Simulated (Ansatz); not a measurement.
InSb3:

```
Sb In
1.0
     4.80637    0.00000    0.00000
     0.00000    4.80637    0.00000
     0.00000    0.00000    4.80637
Sb In
3 1
Cartesian
  2.4032 2.4032 0.0000
  0.0000 2.4032 2.4032
  2.4032 0.0000 2.4032
  0.0000 0.0000 0.0000
```

The cell comes from a database or a generator and needn't be the stable form of this composition.

Base run:

* Program: Ansatz 0.2.0
* Functional: LDA
* Potentials or basis: all-electron LAPW, scalar-relativistic
* Cutoff: 142 eV
* Density cutoff: 570 eV
* Basis error allowed: 0.002 eV/atom
* k mesh: 6 × 6 × 6
* Occupations: fermi-dirac, width 0.05 eV
* Spin: no spin polarisation

Its results: pressure -3.8 GPa.

Q: After a change of settings the same cell gave: pressure 0.2 GPa. Which change was it?
A. functional from LDA to PBEsol; basis error allowed from 0.002 eV/atom to 0.001 eV/atom
B. functional from LDA to PBEsol; potentials or basis from all-electron LAPW, scalar-relativistic to all-electron PAW datasets made for the crystal
C. functional from LDA to PBEsol
D. functional from LDA to PBE

A: D.

PBE binds less tightly than LDA, so the same cell stands under more pressure.

Not every run made on this cell is shown here.
